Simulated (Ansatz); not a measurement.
# B3N3H6 (borazine) at r2SCAN/def2-SVP

What is the energy change on altering one bond length of B3N3H6 (borazine) at r2SCAN/def2-SVP? 

The results are computed with Ansatz 0.2.0.

43 further runs of the same task are left out: 1 that didn't finish, 42 set aside as unsound or not needed.

## Step 1: The system as given

B3N3H6: 12 atoms, total charge 0, spin state singlet. As SMILES, `B1NBNBN1`. The shape is that of a PBE0-D4/def2-TZVP optimisation. This is one conformer, not always the lowest.

Bond lengths: B1–N2 1.425 Å, N2–B3 1.425 Å, B3–N4 1.425 Å, N4–B5 1.425 Å, B1–N6 1.425 Å, B5–N6 1.425 Å, B1–H7 1.197 Å, N2–H8 1.006 Å, B3–H9 1.197 Å, N4–H10 1.006 Å, B5–H11 1.197 Å, N6–H12 1.006 Å. Some angles: B1–N2–B3 122.9°, N2–B1–N6 117.1°, N2–B3–N4 117.1°, B3–N4–B5 122.9°, N4–B5–N6 117.1°, B1–N6–B5 122.9°, B1–N2–H8 118.6°, B3–N2–H8 118.6°, N2–B1–H7 121.4°, N6–B1–H7 121.4°.

## Step 2: A single-point energy at r2SCAN/def2-SVP

File run.yaml:

```yaml
basis:
  gaussian:
    orbitals: def2-SVP
crystal:
  periodic: [false, false, false]
  atoms:
    - {symbol: B, position_ang: [-0.725600, -1.223220, 0.253660]}
    - {symbol: "N", position_ang: [0.524170, -0.956610, 0.883320]}
    - {symbol: B, position_ang: [1.265120, 0.238610, 0.655490]}
    - {symbol: N, position_ang: [0.704960, 1.188460, -0.246430]}
    - {symbol: B, position_ang: [-0.539530, 0.984630, -0.909140]}
    - {symbol: "N", position_ang: [-1.229160, -0.231820, -0.636840]}
    - {symbol: H, position_ang: [-1.326890, -2.236960, 0.463830]}
    - {symbol: H, position_ang: [0.899850, -1.642240, 1.516360]}
    - {symbol: H, position_ang: [2.313570, 0.436330, 1.198680]}
    - {symbol: H, position_ang: [1.210210, 2.040210, -0.423070]}
    - {symbol: H, position_ang: [-0.986620, 1.800580, -1.662600]}
    - {symbol: H, position_ang: [-2.110080, -0.397960, -1.093280]}
magnetization:
  spin_polarized: false
  initial_magnetization: 0
hamiltonian:
  xc: {name: r2SCAN}
accuracy: high
output: {orbitals: {seedname: orbitals}}
```

Run with:

```console
$ ansatz run run.yaml --threads 1 --pin off --max-ram 3480MiB --events-out events.jsonl --progress --plain --runs-dir runs
```

Output:

```text
Warning: RAYON_NUM_THREADS=1 ignored (pool sized by the plan → 1); use --threads N
Functional definition: r2SCAN
  name "r2SCAN"
  parameter k0 = 0.174
  parameter k1 = 0.065
  parameter a1 = 4.9479
  exchange = r2scan_x(k0 = k0, k1 = k1, a1 = a1)
  correlation = r2scan_c
2856 factors; integrals over basis functions are off by at most 3.1e-9 eV
mean field evaluation 1: about -6581.4103 eV, gradient 8.0e1 eV
mean field evaluation 2: about -6556.9670 eV, gradient 1.3e2 eV
mean field evaluation 4: about -6594.4796 eV, gradient 1.4e0 eV
mean field evaluation 8: about -6594.4914 eV, gradient 1.5e-2 eV
mean field evaluation 16: about -6594.4914 eV, gradient 3.9e-6 eV
mean field -6594.49135297 eV, -242.3430873150 hartree, gradient 1.2e-8 eV, S^2 0.000000; 0 other end points of the search recorded, 0 dependent functions left out
reference -6594.49135383 eV, -242.3430873463 hartree; 21, 21 occupied and 93, 93 virtual orbitals, 2856 factors
Total energy: -6594.49135383 eV, -242.3430873463 hartree
```

Wall time 17 s (1 thread of Intel Xeon Platinum 8175M at 2.50GHz (Skylake/Cascade Lake), shared host); peak memory 0.47 GiB.

## Step 3: The distorted shape

File molecule.yaml:

```yaml
crystal:
  periodic: [false, false, false]
  atoms:
    - {symbol: B, position_ang: [-0.424937, -0.716319, 0.148569]}
    - {symbol: "N", position_ang: [0.824833, -0.449709, 0.778229]}
    - {symbol: B, position_ang: [1.565783, 0.745511, 0.550399]}
    - {symbol: "N", position_ang: [1.005623, 1.695361, -0.351521]}
    - {symbol: B, position_ang: [-0.238867, 1.491531, -1.014231]}
    - {symbol: "N", position_ang: [-0.928497, 0.275081, -0.741931]}
    - {symbol: H, position_ang: [-1.326890, -2.236960, 0.463830]}
    - {symbol: H, position_ang: [1.200513, -1.135339, 1.411269]}
    - {symbol: H, position_ang: [2.614233, 0.943231, 1.093589]}
    - {symbol: H, position_ang: [1.510873, 2.547111, -0.528161]}
    - {symbol: H, position_ang: [-0.685957, 2.307481, -1.767691]}
    - {symbol: H, position_ang: [-1.809417, 0.108941, -1.198371]}
basis:
  gaussian: {orbitals: def2-SVP}
magnetization: {spin_polarized: false, initial_magnetization: 0}
hamiltonian: {xc: r2scan}
accuracy: high
output: {orbitals: {seedname: orbitals}}
```

Run with:

```console
$ ansatz run molecule.yaml --threads 1 --pin off --max-ram 3480MiB --events-out events.jsonl --progress --plain --runs-dir runs
```

Output:

```text
Warning: RAYON_NUM_THREADS=1 ignored (pool sized by the plan → 1); use --threads N
[... 7 set-up lines as earlier in the session ...]
2852 factors; integrals over basis functions are off by at most 3.1e-9 eV
mean field evaluation 1: about -6579.4360 eV, gradient 8.1e1 eV
mean field evaluation 2: about -6551.0267 eV, gradient 1.3e2 eV
mean field evaluation 4: about -6592.7413 eV, gradient 2.3e0 eV
mean field evaluation 8: about -6592.7639 eV, gradient 2.9e-1 eV
mean field evaluation 16: about -6592.7641 eV, gradient 3.8e-5 eV
mean field -6592.76407121 eV, -242.2796108810 hartree, gradient 5.2e-8 eV, S^2 0.000000; 0 other end points of the search recorded, 0 dependent functions left out
reference -6592.76407209 eV, -242.2796109133 hartree; 21, 21 occupied and 93, 93 virtual orbitals, 2852 factors
Total energy: -6592.76407209 eV, -242.2796109133 hartree
```

Wall time 17 s (1 thread of Intel Xeon Platinum 8175M at 2.50GHz (Skylake/Cascade Lake), shared host); peak memory 0.47 GiB.

## Step 4: Summary of results

At r2SCAN/def2-SVP:

```
                                                         quantity          value
                                        first shape: total energy  -242.34309 Eh
                                         first shape: HOMO energy       -7.03 eV
                                         first shape: LUMO energy       -0.04 eV
                                       first shape: HOMO–LUMO gap        7.00 eV
                                    distorted shape: total energy  -242.27961 Eh
                                     distorted shape: HOMO energy       -6.81 eV
                                     distorted shape: LUMO energy       -0.30 eV
                                   distorted shape: HOMO–LUMO gap        6.51 eV
energy change with the B1–H7 bond stretched from 1.197 to 1.796 Å       1.727 eV
```

With the B1–H7 bond stretched from 1.197 to 1.796 Å the energy rises by 1.73 eV (40 kcal/mol). The first shape isn't relaxed at this level, so the change isn't measured from a minimum.
